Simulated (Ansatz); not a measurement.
# ZnCd2O3: the cost of one run

Program: Ansatz 0.2.0. Level of theory: DFT PBE, scalar-relativistic, plane waves, PAW. These are calculated values, not measurements.

2 further runs of the same task are left out: 1 that didn't finish, 1 set aside as unsound or not needed. Runs told in other sessions of the task aren't counted.

**1. Starting point**

It takes space group P-3m1 (No. 164, trigonal). Conventional cell: a = 3.259 Å, b = 3.259 Å, c = 8.067 Å, α = 90.00°, β = 90.00°, γ = 120.00°. Zn (site symmetry -3m) has 6 O at 2.21 Å in its first shell of neighbours. Around Cd (site symmetry 3m) lie 6 O at 2.36 to 2.37 Å. Around O (site symmetry 3m) lie 3 Zn at 2.21 Å and 3 Cd at 2.37 Å. O (site symmetry -3m) has 6 Cd at 2.36 Å in its first shell of neighbours.

Structure file:

```cif
data_structure
_symmetry_space_group_name_H-M 'P-3m1'
_symmetry_Int_Tables_number 164
_cell_length_a 3.2586
_cell_length_b 3.2586
_cell_length_c 8.0670
_cell_angle_alpha 90.000
_cell_angle_beta 90.000
_cell_angle_gamma 120.000
_cell_volume 74.18
loop_
_atom_site_label
_atom_site_type_symbol
_atom_site_symmetry_multiplicity
_atom_site_Wyckoff_symbol
_atom_site_fract_x
_atom_site_fract_y
_atom_site_fract_z
_atom_site_occupancy
Zn1 Zn 1 a 0.00000 0.00000 0.00000 1
Cd1 Cd 2 d 0.33333 0.66667 0.67626 1
O1 O 2 d 0.66667 0.33333 0.85570 1
O2 O 1 b 0.00000 0.00000 0.50000 1
```

It is the end of an earlier relaxation with the same method, from a generated guess; it is a trial structure. At a tolerance of 0.05 Å it has space group P-3m1 (No. 164); it has 12.36 Å³/atom, an uncorrected energy of -1.06 eV/atom over the elements.

**2. Bands, states and charges**

input.yaml reads:

```yaml
crystal:
  lattice:
    - [3.2586238045, 0.0, 0.0]
    - [-1.6293119023, 2.8220509961, 0.0]
    - [0.0, 0.0, 8.0669856]
  atoms:
    - { symbol: Zn, position: [0.0, 0.0, 0.0] }
    - { symbol: Cd, position: [0.3333333333, 0.6666666667, 0.676259] }
    - { symbol: Cd, position: [0.6666666667, 0.3333333333, 0.323741] }
    - { symbol: O, position: [0.6666666667, 0.3333333333, 0.855703] }
    - { symbol: O, position: [0.0, 0.0, 0.5] }
    - { symbol: O, position: [0.3333333333, 0.6666666667, 0.144297] }
basis:
  ecutwfc: 420
kpoints:
  mp_grid: { grid: [12, 12, 6] }
  band_path:
    path:
      - [[0.0, 0.0, 0.0], [0.5, 0.0, 0.0], [0.33333333, 0.33333333, 0.0], [0.0, 0.0, 0.0], [0.0, 0.0, 0.5], [0.5, 0.0, 0.5], [0.33333333, 0.33333333, 0.5], [0.0, 0.0, 0.5]]
      - [[0.5, 0.0, 0.5], [0.5, 0.0, 0.0]]
      - [[0.33333333, 0.33333333, 0.5], [0.33333333, 0.33333333, 0.0]]
    npoints: 14
hamiltonian:
  xc: pbe
scf:
  occupations: { method: gaussian, width: 0.1 }
  n_extra_bands: 15
output:
  forces: true
  stress: true
  eigenvalues: true
  populations: true
  dos: { projected: true, de: 0.02, nscf_kmesh: { grid: [15, 15, 8] } }
  bader: true
  write_density: true
  write_potential: true
  elf: true
  volumetric_format: npy
```

Run with:

```
$ ansatz run input.yaml --threads 4 --pin off --max-ram 8192MiB --backend cpu --events-out ev --progress --plain --runs-dir out
```

Q: Estimate wall time and peak memory on 4 threads of Arm Neoverse V1, shared host.

About 27 s, with a peak of 0.71 GiB.
